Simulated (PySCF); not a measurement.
# DySF: other functionals and bases at one geometry

The task here is to estimate one member of a computed series from the others.

Computed with PySCF 2.14.0. Level: several levels, as the steps say, no spin–orbit coupling.

1 further run of the same task is left out (for a known fault of the program).

### The system as given

3 atoms, charge 0, spin multiplicity 1.

Bond lengths: Dy1–S2 2.327 Å, Dy1–F3 1.999 Å. Angles: S2–Dy1–F3 113.4°.

Geometry (Å):

```
atom    x (Å)   y (Å)    z (Å)
 Dy1  -0.1782  0.0000  -0.4023
  S2   1.7955  0.0000   0.8308
  F3  -1.8231  0.0000   0.7327
```

Formal oxidation states: Dy +3. Each metal's 9 4f electrons lie in its core potential, so multiplicities, spins and levels count the valence alone. An earlier session relaxed this geometry at PBE0, Dy lcecp-1-SVP with ECP55, S def2-SVP, F def2-SVP (singlet, point group Cs).

At PBE0 on the finer grid: E = -534.773781 Eh, HOMO -5.92 eV, LUMO -2.76 eV, Mulliken charge on Dy1 +0.80 e, largest force component 0.002 eV/Å. 

Levels to run: CAM-B3LYP; TPSSh; PBE0, TZVP. Hardware: 2 threads of Arm Neoverse V1, shared host.

The first run:

run.py (the lines that set the calculation)

```python
mol = gto.M(atom='''
Dy    -0.17817     0.00000    -0.40235
S      1.79552     0.00000     0.83077
F     -1.82311     0.00000     0.73271''',
    basis={'Dy': 'lcecp-1-SVP', 'S': 'def2-SVP', 'F': 'def2-SVP'},
    ecp={'Dy': 'lcecp-1-SVP'},
    charge=0, spin=0)
mf = dft.RKS(mol, xc='CAMB3LYP')
mf.grids.atom_grid = (75, 302)  # f atoms: unpruned, at least (60, 302)
mf = mf.density_fit()  # fitting sets: Dy AutoAux, S def2-universal-JKFIT, F def2-universal-JKFIT
mf.conv_tol = 1e-08; mf.max_cycle = 55
mf.kernel(dm0)  # dm0: the density of the relaxed state
```

The run is started by

```sh
$ OMP_NUM_THREADS=2 python run.py
```

Steps of the session up to this table: CAM-B3LYP; TPSSh; PBE0, TZVP.

One of the session's tables, all rows but one given; the rest of the session is left out.

| level | HOMO (eV) | gap (eV) | charge on Dy1 (e) | dipole (D) | largest force component (eV/Å) |
| --- | --- | --- | --- | --- | --- |
| PBE0 (relaxed here) | -5.92 | 3.17 | 0.80 | 8.14 | 0.00 |
| CAM-B3LYP | ? | ? | ? | ? | ? |
| TPSSh | -5.33 | 2.40 | 0.80 | 8.03 | 0.30 |
| PBE0, TZVP | -5.96 | 3.19 | 1.18 | 8.40 | 0.05 |

**Question.** Estimate the row for CAM-B3LYP.

**Answer.** HOMO (eV): -7.05; gap (eV): 4.93; charge on Dy1 (e): 0.76; dipole (D): 8.35; largest force component (eV/Å): 0.05. In the column «HOMO (eV)» it is the lowest.

In one basis the HOMO–LUMO gap runs from 2.40 eV (TPSSh) to 4.93 eV (CAM-B3LYP). The largest leftover force, 0.30 eV/Å with TPSSh, stands at a geometry relaxed at another level. With 4f in the core, its levels are missing from HOMO and gap, and its count is fixed, so no charge can pass from the ligands into it. Total energies of different levels can't be compared.
